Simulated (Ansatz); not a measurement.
Task: a comparison of dispersion corrections of C3H8GeSi, SMILES CC#[C][GeH2][SiH3], with the Python package of Ansatz (0.2.0). Give the script and its output. Level of theory (for the species named): PBE0, def2-SVP basis, multiplicity 1, D3BJ dispersion.

```json
{"atom": "C", "x (Å)": "2.9999", "y (Å)": "0.7726", "z (Å)": "-0.2709"}
{"atom": "C", "x (Å)": "1.7031", "y (Å)": "0.1578", "z (Å)": "0.0122"}
{"atom": "C", "x (Å)": "0.6345", "y (Å)": "-0.3483", "z (Å)": "0.2452"}
{"atom": "Ge", "x (Å)": "-1.0454", "y (Å)": "-1.1409", "z (Å)": "0.6098"}
{"atom": "Si", "x (Å)": "-2.7187", "y (Å)": "0.1856", "z (Å)": "-0.2782"}
{"atom": "H", "x (Å)": "3.5096", "y (Å)": "1.0176", "z (Å)": "0.6836"}
{"atom": "H", "x (Å)": "2.8485", "y (Å)": "1.7016", "z (Å)": "-0.8582"}
{"atom": "H", "x (Å)": "3.6256", "y (Å)": "0.0651", "z (Å)": "-0.8531"}
{"atom": "H", "x (Å)": "-1.1041", "y (Å)": "-2.5489", "z (Å)": "-0.0354"}
{"atom": "H", "x (Å)": "-1.2391", "y (Å)": "-1.2610", "z (Å)": "2.1429"}
{"atom": "H", "x (Å)": "-4.0272", "y (Å)": "-0.4243", "z (Å)": "0.0013"}
{"atom": "H", "x (Å)": "-2.6573", "y (Å)": "1.5218", "z (Å)": "0.3324"}
{"atom": "H", "x (Å)": "-2.5294", "y (Å)": "0.3013", "z (Å)": "-1.7318"}
```

Script `disp_c3h8gesi.py`:
```python
# -*- coding: utf-8 -*-
"""Size of D3 and D4 in C3H8GeSi."""

import warnings

import ansatz as az


def main():
    warnings.simplefilter("ignore", az.DeckWarning)

    geometry = (
        az.Crystal.molecule()
        .atom("C", (2.9999, 0.7726, -0.2709))
        .atom("C", (1.7031, 0.1578, 0.0122))
        .atom("C", (0.6345, -0.3483, 0.2452))
        .atom("Ge", (-1.0454, -1.1409, 0.6098))
        .atom("Si", (-2.7187, 0.1856, -0.2782))
        .atom("H", (3.5096, 1.0176, 0.6836))
        .atom("H", (2.8485, 1.7016, -0.8582))
        .atom("H", (3.6256, 0.0651, -0.8531))
        .atom("H", (-1.1041, -2.5489, -0.0354))
        .atom("H", (-1.2391, -1.261, 2.1429))
        .atom("H", (-4.0272, -0.4243, 0.0013))
        .atom("H", (-2.6573, 1.5218, 0.3324))
        .atom("H", (-2.5294, 0.3013, -1.7318))
    )

    base = geometry.calculation().basis(gaussian="def2-SVP")
    for name in ["pbe0", "blyp"]:
        for correction in ("d3bj", "d4"):
            report = base.functional(name, dispersion=correction).run().report
            print(f"{name:8s} {correction:5s} total {report['free_energy_ev']:.5f} eV, of which dispersion {1000 * report['dispersion']['energy']['ev']:.2f} meV")


if __name__ == "__main__":
    main()
```

`python disp_c3h8gesi.py` gives:
```text
pbe0     d3bj  total -67609.35739 eV, of which dispersion -248.15 meV
pbe0     d4    total -67609.34122 eV, of which dispersion -231.98 meV
blyp     d3bj  total -67623.52047 eV, of which dispersion -602.75 meV
blyp     d4    total -67623.50083 eV, of which dispersion -583.11 meV
```

Total energies depend on the basis set; only differences at equal settings carry meaning. The geometry is a force-field or estimated start, not a minimum of this method, and the basis set is short of its limit. D4 holds the three-body term, and d3bj doesn't. The whole script took 21 s on 1 thread of Arm Neoverse V1 (shared host), peak memory 0.37 GiB.
